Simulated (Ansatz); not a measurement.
# CH₄Cl₂Si: small, medium and large basis sets

An exercise on one series of results from a longer session: the logs are not shown, and one member is left open.

Program: Ansatz 0.2.0, Gaussian basis. Level of theory: one geometry, several basis sets. These are calculated values, not measurements.

The runs, in order: PBE0-D4/def2-SVP; ωB97M-V/def2-SVP; PBE0-D4/def2-QZVPP; ωB97M-V/def2-QZVPP; the functionals' def2-TZVPP values are taken from earlier runs.

**The relaxed structure**

The geometry comes from an earlier relaxation with PBE0-D4 in a triple-zeta def2 set; it is a stationary point, not always the lowest conformer.

SMILES `C[SiH](Cl)Cl`, 8 atoms, charge 0, spin multiplicity 1.

Atoms are counted from 1 here; the program's logs count them from 0.

Bond lengths: C1–Si2 1.847 Å, C1–H5 1.093 Å, C1–H6 1.093 Å, C1–H7 1.092 Å, Si2–Cl3 2.049 Å, Si2–Cl4 2.049 Å, Si2–H8 1.477 Å. Angles: Si2–C1–H5 110.1°, Si2–C1–H6 110.1°, Si2–C1–H7 110.4°, H5–C1–H6 108.8°, H5–C1–H7 108.7°, H6–C1–H7 108.7°, C1–Si2–Cl3 109.8°, C1–Si2–Cl4 109.8°, C1–Si2–H8 113.5°, Cl3–Si2–Cl4 108.8°, Cl3–Si2–H8 107.4°, Cl4–Si2–H8 107.4°.

Geometry (Å):

```xyz
8

C    -0.1682    1.0001   -0.1430
Si    0.0581   -0.8027    0.1889
Cl    1.9647   -1.1536    0.8527
Cl   -0.2480   -1.8703   -1.5330
H    -1.1826    1.1914   -0.5010
H    -0.0034    1.5739    0.7721
H     0.5399    1.3401   -0.9011
H    -0.8685   -1.3359    1.2086
```

Set-up of the first run:

Input file in.yaml:

```yaml
crystal:
  periodic: [false, false, false]
  atoms:
    - {symbol: C, position_ang: [-0.168190, 1.000114, -0.142976]}
    - {symbol: Si, position_ang: [0.058122, -0.802729, 0.188931]}
    - {symbol: Cl, position_ang: [1.964678, -1.153608, 0.852681]}
    - {symbol: Cl, position_ang: [-0.248001, -1.870346, -1.533020]}
    - {symbol: H, position_ang: [-1.182569, 1.191419, -0.501005]}
    - {symbol: H, position_ang: [-0.003386, 1.573941, 0.772071]}
    - {symbol: H, position_ang: [0.539945, 1.340051, -0.901053]}
    - {symbol: H, position_ang: [-0.868499, -1.335942, 1.208573]}
basis:
  gaussian: {orbitals: def2-SVP}
hamiltonian: {xc: pbe0, dispersion: d4}
output: {orbitals: {seedname: orbitals}}
```

Among the steps run: PBE0-D4 in def2-SVP; ωB97M-V in def2-SVP; PBE0-D4 in def2-QZVPP; ωB97M-V in def2-QZVPP.

One table of the session follows, with a row left open; its other results are not shown here.

It belongs to the step «Density functionals: the series». 

| functional | basis | HOMO (eV) | LUMO (eV) |
| --- | --- | --- | --- |
| PBE0-D4 | def2-SVP | ? | ? |
| PBE0-D4 | def2-TZVPP | -8.84 | 0.55 |
| PBE0-D4 | def2-QZVPP | -8.87 | 0.33 |
| ωB97M-V | def2-SVP | -10.91 | 3.04 |
| ωB97M-V | def2-TZVPP | -11.07 | 2.40 |
| ωB97M-V | def2-QZVPP | -11.10 | 1.72 |

Estimate the missing values for PBE0-D4, def2-SVP.

**Answer.** HOMO (eV): -8.72; LUMO (eV): 0.98. In the column «HOMO (eV)» it is the highest.
